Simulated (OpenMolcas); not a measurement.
# Fe⁴⁺ among point charges: CASSCF and CASPT2 levels and susceptibility

How does a field of 6 point charges split the states of Fe⁴⁺, and what χT follows?

Method: state-averaged CASSCF and CASPT2, spin-orbit coupling by RASSI with atomic mean-field integrals. Code: OpenMolcas 26.06.

## (1) What is computed

* Species: Fe⁴⁺ (iron, Z = 26, 22 electrons)
* Basis: ANO-RCC-VDZP [5s4p2d1f], 34 functions
* Scalar Hamiltonian: DKH2, point nucleus
* Inactive shells: 1s 2s 2p 3s 3p
* Active space: 4 electrons in 5 orbitals (3d)
* Some configurations of this space: 3d⁴
* Orbitals: optimised for each spin and parity, averaged over all roots

The outer shells:

3d4
```
3d [↑ ][↑ ][↑ ][↑ ][  ]
```

The ion sits among 6 point charges of -2 e arranged as an octahedron (Oh), 1.78 Å from the ion.

The work runs as a chain of OpenMolcas steps in one folder; each step below is one input file. Labels, J, g values, rates, χT and fits are worked out afterwards by a script from the matrices that RASSI stores. The input lists half of the charges; inversion (Group=XYZ) makes the rest.

## (2) One- and two-electron integrals

The input, a.inp:

```
&GATEWAY
Coord
1

Fe 0.0 0.0 0.0
Basis=ANO-RCC-VDZP
Group=XYZ
NoMove
AngMom=0.0 0.0 0.0
AMFI
XField
3 Angstrom 0
1.780000 0.000000 0.000000 -2.000000
0.000000 1.780000 0.000000 -2.000000
0.000000 0.000000 1.780000 -2.000000
&SEWARD
```

On the command line:

```bash
OMP_NUM_THREADS=1 MOLCAS_MEM=1689 MOLCAS_PROJECT=a pymolcas a.inp > a.log
```

## (3) Reference wave functions, quintets of even parity, 5 roots

The input, a.inp:

```
&RASSCF
FileOrb=start.orb
Symmetry=1
Spin=5
nActEl=4 0 0
Inactive=3 6
Ras2=5 0
CIRoot=5 5 1
SDav=5
CIMx=300
Iter=120 100
PrWF=0.3
OrbListing=Nothing
MaxOrb=0
>>> COPY $Project.JobIph JOB001
```

start.orb holds the contracted functions of the basis, ordered by shell, or the orbitals of the step before.

## (4) Reference wave functions, triplets of even parity, 45 roots

The input, a.inp:

```
&RASSCF
FileOrb=start.orb
Symmetry=1
Spin=3
nActEl=4 0 0
Inactive=3 6
Ras2=5 0
CIRoot=45 45 1
SDav=45
CIMx=300
Iter=120 100
PrWF=0.3
OrbListing=Nothing
MaxOrb=0
>>> COPY $Project.JobIph JOB002
```

## (5) CASSCF: singlets of even parity, 50 roots

The input, a.inp:

```
&RASSCF
FileOrb=start.orb
Symmetry=1
Spin=1
nActEl=4 0 0
Inactive=3 6
Ras2=5 0
CIRoot=50 50 1
SDav=50
CIMx=300
Iter=120 100
PrWF=0.3
OrbListing=Nothing
MaxOrb=0
>>> COPY $Project.JobIph JOB003
```

## (6) State interaction with spin-orbit coupling

The input, a.inp:

```
&RASSI
NrOfJobIphs=3 5 45 50
1 2 3 4 5
1 2 3 4 5 6 7 8 9 10 11 12 13 14 15 16 17 18 19 20 21 22 23 24 25 26 27
28 29 30 31 32 33 34 35 36 37 38 39 40 41 42 43 44 45
1 2 3 4 5 6 7 8 9 10 11 12 13 14 15 16 17 18 19 20 21 22 23 24 25 26 27
28 29 30 31 32 33 34 35 36 37 38 39 40 41 42 43 44 45 46 47 48 49 50
IphNames
JOB001
JOB002
JOB003
EJob
SpinOrbit
DIPRint=1.0
SOCoupling=1000.0
Subsets=2
Property=9
'ANGMOM' 1 'ANGMOM' 2 'ANGMOM' 3 'MLTPL  1' 1 'MLTPL  1' 2 'MLTPL  1' 3
'AMFI' 1 'AMFI' 2 'AMFI' 3
SOProperty=3
'ANGMOM' 1 'ANGMOM' 2 'ANGMOM' 3
```

## (7) CASPT2: IPEA 0.25, imaginary shift 0.1 (closed shells correlated: 3s 3p)

The input, a.inp:

```
>>> COPY JOB001 $Project.JobIph
&CASPT2
Multistate=5 1 2 3 4 5
NoMult
Frozen=2 3
IPEA=0.25
Imaginary=0.1
MaxIter=60
WThr=0.0 0.3 0.05
PrWF=0.5
NoMix
>>> COPY JOB002 $Project.JobIph
&CASPT2
Multistate=45 1 2 3 4 5 6 7 8 9 10 11 12 13 14 15 16 17 18 19 20 21 22
23 24 25 26 27 28 29 30 31 32 33 34 35 36 37 38 39 40 41 42 43 44 45
NoMult
Frozen=2 3
IPEA=0.25
Imaginary=0.1
MaxIter=60
WThr=0.0 0.3 0.05
PrWF=0.5
NoMix
>>> COPY JOB003 $Project.JobIph
&CASPT2
Multistate=50 1 2 3 4 5 6 7 8 9 10 11 12 13 14 15 16 17 18 19 20 21 22
23 24 25 26 27 28 29 30 31 32 33 34 35 36 37 38 39 40 41 42 43 44 45 46
47 48 49 50
NoMult
Frozen=2 3
IPEA=0.25
Imaginary=0.1
MaxIter=60
WThr=0.0 0.3 0.05
PrWF=0.5
NoMix
```

(Steps that only read results are left out.)

What does the calculation give? Wanted: spin-free ground state; first state of the same spin within the active space; lowest level; next level.

The runs gave:

```
                                            quantity                                                                        value
                                              method  SS-CASPT2, IPEA 0.25, imaginary shift 0.1 (closed shells correlated: 3s 3p)
                              spin-free ground state                                               5E, 2-fold in its orbital part
first state of the same spin within the active space                                                             5T2 at 3930 cm⁻¹
                                        lowest level                                                                    1-fold A1
                                          next level                                                                    43.2 cm⁻¹
                                         χT at 300 K                                                               2.62 cm³ K/mol
                           effective moment at 300 K                                                                      4.58 μB
```

Cost by method:

| method | time of its own steps | time with the reference |
| --- | --- | --- |
| A. CASSCF | 18 s | 18 s |
| B. SS-CASPT2, IPEA 0.25, imaginary shift 0.1, +3s 3p | 3.6 s | 21 s |

Times are of one thread on a shared host.

What this shows: The spin-free ground state (5E) comes to 100 % from free-ion D terms and keeps the highest spin of the shell. χT at 300 K is 2.62, against 3.01 cm³ K/mol for the spin alone, so spin-orbit coupling lowers it. An active space of the d shell alone favours high spin; real ions in strong fields can be low spin. CASPT2 does not keep the components of a term degenerate, and the means are used. An orbital doublet at a regular site is open to a Jahn-Teller distortion, which this geometry leaves out. The field of point charges can differ much from that of real complexes. With metal d orbitals alone active, the gaps between spin states are rough; where two lie within a few thousand cm-1, their order is open. This is an electrostatic model: the charges have no orbitals.
